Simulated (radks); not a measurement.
# Pd⁺ in [Kr] 4d9: an all-electron calculation

Wanted: eigenvalues, radial structure and energy terms of the palladium ion Pd+.

Program: radks (a radial shooting solver on a logarithmic mesh, Libxc functionals) version 1. Level of theory: Dirac Kohn-Sham, BP86, spin-unpolarised, spherical densities, finite nucleus; open shells fill j = l - 1/2 first. These are calculated values, not measurements, unless marked.

## 1. The system

```
element            : palladium (Z = 46)
charge             : +1
electrons          : 45
configuration      : [Kr] 4d9
nuclear rms radius : 4.5318 fm
```

## 2. The run

Settings of this run:

```text
Z 46
configuration [Kr] 4d9
relativity Dirac
functional b88,p86
spin unpolarised
j_filling energy
nucleus finite rms 4.5318 fm
c 137.035999084
```

Q: Predict the outcome of this run.

As calculated:

```
                        quantity                   value
                    total energy     -5047.50658 hartree
exchange-correlation share of it                  2.87 %
                            −T/E                  1.0445
          highest occupied level       4d5/2, -14.525 eV
    most extended occupied level  4d5/2, <r> = 1.47 bohr
 radius at density 0.001 e/bohr³               3.66 bohr
    maxima of the radial density                       4
         ionisation energy, NIST     19.4 (semi-emp.) eV
```

**Reading.** The radial density shows 4 maxima for 4 occupied principal shells. Relativity lifts −T/E to 1.044. Minus the highest eigenvalue, 14.525 eV, is 75 % of the tabulated ionisation energy (19.4 eV); the potential of a semilocal functional falls off too fast, so its top eigenvalue is too shallow. Spin polarisation and multiplet splitting are left out.
